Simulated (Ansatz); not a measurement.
**GdMn (CsCl type): a single-point run**

Aim: a sound single-point run of GdMn (CsCl type). The structure is shown as the input types it.

Method: DFT PBEsol, scalar-relativistic, plane waves, PAW, in Ansatz 0.2.0.

### Step 1. The system as given

It takes space group Pm-3m (No. 221, cubic). The conventional cell has a = 6.515 Å, b = 6.515 Å, c = 6.515 Å, α = 90.00°, β = 90.00°, γ = 90.00°.

As a file:

```
Gd Mn
1.0
     6.51489    0.00000    0.00000
     0.00000    6.51489    0.00000
     0.00000    0.00000    6.51489
Gd Mn
1 1
Direct
  0.00000 0.00000 0.00000
  0.50000 0.50000 0.50000
```

### Step 2. Input and run

Contents of input.yaml:

```yaml
crystal:
  lattice:
    - [6.51488922, 0.0, 0.0]
    - [0.0, 6.51488922, 0.0]
    - [0.0, 0.0, 6.51488922]
  atoms:
    - { symbol: Gd, position: [0.0, 0.0, 0.0], spin: 7.0 }
    - { symbol: Mn, position: [0.5, 0.5, 0.5], spin: -3.5 }
basis:
  ecutwfc: 420
  ecutrho_ratio: 4
kpoints:
  mp_grid: { grid: [10, 10, 10] }
hamiltonian:
  xc: pbesol
scf:
  occupations: { method: gaussian, width: 0.05 }
  max_iter: 100
output:
  forces: true
  stress: true
magnetization:
  spin_polarized: true
```

Started as:

```bash
> ansatz run input.yaml --threads 4 --pin off --max-ram 4096MiB --backend cpu --events-out ev --progress --plain --runs-dir out
```

**Question.** How will this run end, and is anything wrong with its input?

The run was stopped at its time limit, after 29 SCF iterations. It gives no final result.

Lengths in bohr were typed where ångström are read, so every distance is 1.89 times too long and the bonds are broken. The shortest distance in the input is 5.64 Å, between atoms 1 (Gd) and 2 (Mn).

The cure: convert the lengths to the unit that the input reads.
